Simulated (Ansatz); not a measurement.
# BH5OSn: small, medium and large basis sets

One table from this session's results is given with a row withheld; the runs are named, their logs left out.

Method: one geometry, several basis sets; program: Ansatz 0.2.0, Gaussian basis.

Plan: PBE0-D4/def2-SVP; ωB97M-V/def2-SVP; PBE0-D4/def2-QZVPP; ωB97M-V/def2-QZVPP; the functionals' def2-TZVPP values are taken from earlier runs.

### The relaxed structure

An earlier PBE0-D4 in a triple-zeta def2 set relaxation fixed the geometry. Sn takes the def2 core potential; no spin-orbit term is included.

SMILES `[BH2][SnH2][OH]`, 8 atoms, charge 0, spin multiplicity 1.

Atoms are counted from 1 here; the program's logs count them from 0.

Bond lengths: B1–Sn2 2.246 Å, B1–H4 1.194 Å, B1–H5 1.194 Å, Sn2–O3 1.979 Å, Sn2–H6 1.717 Å, Sn2–H7 1.705 Å, O3–H8 0.959 Å. Angles: Sn2–B1–H4 120.8°, Sn2–B1–H5 120.6°, H4–B1–H5 118.6°, B1–Sn2–O3 110.8°, B1–Sn2–H6 111.9°, B1–Sn2–H7 115.4°, O3–Sn2–H6 107.1°, O3–Sn2–H7 101.6°, H6–Sn2–H7 109.3°, Sn2–O3–H8 112.8°.

Set-up of the first run:

The input, in.yaml:

```yaml
crystal:
  periodic: [false, false, false]
  atoms:
    - {symbol: B, position_ang: [-1.077036, 0.577585, -1.002879]}
    - {symbol: Sn, position_ang: [0.663505, 0.225255, 0.372748]}
    - {symbol: O, position_ang: [0.899726, -1.707600, 0.727720]}
    - {symbol: H, position_ang: [-1.843456, -0.301560, -1.257982]}
    - {symbol: H, position_ang: [-1.263324, 1.654826, -1.483424]}
    - {symbol: H, position_ang: [0.444793, 0.994702, 1.892582]}
    - {symbol: H, position_ang: [2.190273, 0.647479, -0.257638]}
    - {symbol: H, position_ang: [0.077819, -2.147888, 0.952975]}
basis:
  gaussian: {orbitals: def2-SVP}
hamiltonian: {xc: pbe0, dispersion: d4}
output: {orbitals: {seedname: orbitals}}
```

The run is started by

```
$ ansatz run in.yaml --threads 2 --pin off --events-out ev --progress --plain --max-ram 4352MiB
```

Among the steps run: PBE0-D4 in def2-SVP; ωB97M-V in def2-SVP; PBE0-D4 in def2-QZVPP; ωB97M-V in def2-QZVPP.

One table of the session follows, with a row left open; its other results are not shown here.

It belongs to the step «Density functionals: the series». 

| functional | basis | HOMO (eV) | LUMO (eV) |
| --- | --- | --- | --- |
| PBE0-D4 | def2-SVP | ? | ? |
| PBE0-D4 | def2-TZVPP | -7.70 | -2.76 |
| PBE0-D4 | def2-QZVPP | -7.74 | -2.78 |
| ωB97M-V | def2-SVP | -9.70 | -0.64 |
| ωB97M-V | def2-TZVPP | -9.91 | -0.81 |
| ωB97M-V | def2-QZVPP | -9.94 | -0.86 |

Estimate the missing values for PBE0-D4, def2-SVP.

**Answer.** HOMO (eV): -7.50; LUMO (eV): -2.69. In the column «HOMO (eV)» it is the highest.
